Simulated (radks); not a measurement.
**Spin polarisation of the 4d shell in Mo⁺**

Aim: the energy gained and the exchange splitting as electrons of the 4d shell of Mo⁺ are turned from spin down to spin up.

The numbers are computed with radks (a radial shooting solver on a logarithmic mesh, Libxc functionals) version 1 (scalar-relativistic Kohn-Sham, LDA (Slater exchange, Perdew-Wang correlation), spin-polarised, spherical densities, finite nucleus), except any that are marked as measured or tabulated.

## Step 1: The atom as given

```
element            : molybdenum (Z = 42)
charge             : +1
electrons          : 41
configuration      : [Kr] 4d(up 2.5, down 2.5)
nuclear rms radius : 4.4091 fm
```

A shell typed twice in an input gives spin up, then spin down.

## Step 2: No moment

Input:

```text
Z 42
configuration [Kr] 4d2.5 4d2.5
relativity scalar-relativistic
functional lda,pw
spin polarised
nucleus finite rms 4.4091 fm
c 137.035999084
```

## Step 3: moment 1 in 4d

Input:

```text
Z 42
configuration [Kr] 4d3 4d2
relativity scalar-relativistic
functional lda,pw
spin polarised
nucleus finite rms 4.4091 fm
c 137.035999084
```

## Step 4: moment 2 in 4d

Input: that of step 3 with these lines changed.

```diff
@@ -1,3 +1,3 @@
 Z 42
-configuration [Kr] 4d3 4d2
+configuration [Kr] 4d3.5 4d1.5
 relativity scalar-relativistic
```

## Step 5: moment 3 in 4d

Input:

```text
Z 42
configuration [Kr] 4d4 4d1
relativity scalar-relativistic
functional lda,pw
spin polarised
nucleus finite rms 4.4091 fm
c 137.035999084
```

## Step 6: moment 4 in 4d

Input: that of step 5 with these lines changed.

```diff
@@ -1,3 +1,3 @@
 Z 42
-configuration [Kr] 4d4 4d1
+configuration [Kr] 4d4.5 4d0.5
 relativity scalar-relativistic
```

## Step 7: moment 5 in 4d

Input:

```text
Z 42
configuration [Kr] 4d5 4d0
relativity scalar-relativistic
functional lda,pw
spin polarised
nucleus finite rms 4.4091 fm
c 137.035999084
```

Q: Predict the outcome of this session. Wanted: for each run, moment; E − E(0); ε(4d up); ε(4d down); splitting.

As calculated:

```
moment (μB)  E − E(0) (eV)  ε(4d up) (eV)  ε(4d down) (eV)  splitting (eV)
          0          0.000        -10.659          -10.659           0.000
          1         -0.139        -10.917          -10.360           0.558
          2         -0.559        -11.137          -10.016           1.121
          3         -1.261        -11.316           -9.623           1.693
          4         -2.254        -11.454           -9.177           2.277
          5         -3.542        -11.547           -8.655           2.892
```

At a moment of 5 μB the energy has fallen by 3.54 eV and the 4d levels split by 2.89 eV, 0.578 eV per μB. The Stoner form E = −I m²/4 would give I = 0.567 eV. The energy falls at every step.
